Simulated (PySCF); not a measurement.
**WS₂²⁺: rigid scans about the minimum**

Aim: map the energy of singlet WS₂²⁺ about its PBE0 minimum, with rigid distortions.

The runs use PySCF 2.14.0; PBE0, basis W def2-TZVP with ECP60, S def2-TZVP, scalar-relativistic core potentials, no spin–orbit coupling, density fitting.

## Step 1: The system as given

3 atoms, charge 2, spin multiplicity 1.

Bond lengths: W1–S2 2.064 Å, W1–S3 2.064 Å. Angles: S2–W1–S3 104.0°.

```xyz
3
charge 2 multiplicity 1
W     0.0000    0.0000    0.0000
S    -0.4453   -1.1904    1.6267
S    -0.4453   -1.1904   -1.6267
```

## Step 2: Breathing scan

One driver script runs all scans and calls PySCF for each point, on a (75, 302) grid.

Run with:

```
> OMP_NUM_THREADS=2 python axn.py task.json out
```

A rigid scan with PBE0: all bonds to the central atom are scaled together. Each point starts from its neighbour's orbitals, and energies count from the minimum. Dipoles of the ion refer to the centre of mass.

| scale of all bonds to the centre | energy (kJ/mol) | dipole size (D) |
| --- | --- | --- |
| 0.88 | 331.2 | 0.46 |
| 0.92 | 129.6 | 0.51 |
| 0.96 | 28.5 | 0.52 |
| 1.00 | 0.0 | 0.49 |
| 1.04 | 22.4 | 0.42 |
| 1.08 | 79.4 | 0.33 |
| 1.14 | 204.0 | 0.16 |
| 1.22 | 402.0 | 0.11 |
| 1.35 | 720.2 | 0.63 |

The scan needed 14 s of wall time on 2 threads of Arm Neoverse V1, shared host.

## Step 3: Stretching one bond

A rigid scan with PBE0: the bond from W to the last atom (S) is scaled and the rest held.

| scale of one bond | energy (kJ/mol) | dipole size (D) |
| --- | --- | --- |
| 0.92 | 60.5 | 0.60 |
| 0.96 | 13.3 | 0.52 |
| 1.00 | 0.0 | 0.49 |
| 1.05 | 15.7 | 0.46 |
| 1.12 | 72.7 | 0.40 |
| 1.20 | 159.3 | 0.25 |
| 1.35 | 318.8 | 0.38 |
| 1.55 | 468.9 | 1.64 |
| 1.80 | 562.1 | 2.71 |
| 2.20 | 615.8 | 3.47 |

The scan took 18 s.

A restricted determinant lies too high at long bonds, where the pair should uncouple.

## Step 4: Bending curve

A rigid scan with PBE0: the S–W–S angle changes, with bonds held.

| bond angle (°) | energy (kJ/mol) | dipole size (D) |
| --- | --- | --- |
| 80 | 134.4 | 0.05 |
| 90 | 40.5 | 0.14 |
| 100 | 2.9 | 0.38 |
| 110 | 6.0 | 0.66 |
| 120 | 39.0 | 0.97 |
| 130 | 95.1 | 1.27 |
| 140 | 169.1 | 1.55 |
| 150 | 256.7 | 1.78 |
| 160 | 352.7 | 1.91 |
| 170 | 450.7 | 1.83 |

The scan took 19 s.

## Step 5: Results

| quantity | value |
| --- | --- |
| all bonds 4 % longer | 22.4 kJ/mol |
| one bond 20 % longer | 159.3 kJ/mol |

**Reading.** The well is lopsided, 28.5 kJ/mol for 4 % shorter bonds against 22.4 for 4 % longer ones. Whether spin polarisation would lower the closed shell was not checked. Spin–orbit coupling, left out here, can matter for elements this heavy.
